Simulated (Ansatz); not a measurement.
# Cl2H5NOSi2: the cost of one run

All numbers below are computed with Ansatz 0.2.0 (RKS PBE0/STO-3G).

**1. The system as given**

Bond lengths: Si1–N2 1.820 Å, N2–H3 1.060 Å, N2–H4 1.060 Å, Si1–Cl5 2.130 Å, Si1–Cl6 2.128 Å, Si1–O7 1.679 Å, O7–Si8 1.680 Å, Si8–H9 1.460 Å, Si8–H10 1.460 Å, Si8–H11 1.460 Å. Angles (14 of 16 angles, heavy atoms first): N2–Si1–Cl5 109.4°, N2–Si1–Cl6 109.5°, N2–Si1–O7 109.5°, Cl5–Si1–Cl6 109.5°, Cl5–Si1–O7 109.5°, Cl6–Si1–O7 109.5°, Si1–O7–Si8 125.0°, Si1–N2–H3 120.0°, Si1–N2–H4 120.0°, O7–Si8–H9 109.5°, O7–Si8–H10 109.5°, O7–Si8–H11 109.5°, H3–N2–H4 120.0°, H9–Si8–H10 109.4°.

Coordinates:

```xyz
11

Si    0.0000    0.0000    0.0000
N     0.0000    0.0000    1.8200
H    -0.8770   -0.2713    2.3500
H     0.8770    0.2713    2.3500
Cl    2.0086    0.0000   -0.7093
Cl   -1.0032    1.7381   -0.7093
O    -0.7913   -1.3709   -0.5594
Si   -1.6730   -2.4329    0.3983
H    -1.2634   -2.2870    1.7920
H    -3.0964   -2.1323    0.2761
H    -1.4264   -3.8036   -0.0398
```

**2. Preparing the start**

Contents of input.yaml:

```yaml
crystal:
  periodic: [false, false, false]
  atoms:
    - { symbol: Si, position_ang: [0.0, 0.0, 0.0] }
    - { symbol: "N", position_ang: [0.0, 0.0, 1.82] }
    - { symbol: H, position_ang: [-0.877, -0.2713, 2.35] }
    - { symbol: H, position_ang: [0.877, 0.2713, 2.35] }
    - { symbol: Cl, position_ang: [2.0086, 0.0, -0.7093] }
    - { symbol: Cl, position_ang: [-1.0032, 1.7381, -0.7093] }
    - { symbol: O, position_ang: [-0.7913, -1.3709, -0.5594] }
    - { symbol: Si, position_ang: [-1.673, -2.4329, 0.3983] }
    - { symbol: H, position_ang: [-1.2634, -2.287, 1.792] }
    - { symbol: H, position_ang: [-3.0964, -2.1323, 0.2761] }
    - { symbol: H, position_ang: [-1.4264, -3.8036, -0.0398] }
basis:
  gaussian: { orbitals: STO-3G }
hamiltonian:
  xc: pbe0
relax:
  f_tol: 0.02
  max_steps: 40
```

Run with:

```console
ansatz run input.yaml --threads 1 --pin off --max-ram 2048MiB --backend cpu --events-out ev --progress --plain --runs-dir out
```

What time and memory should one allow on 1 thread of Arm Neoverse V2, shared host?

About 90 s, with a peak of 0.15 GiB.
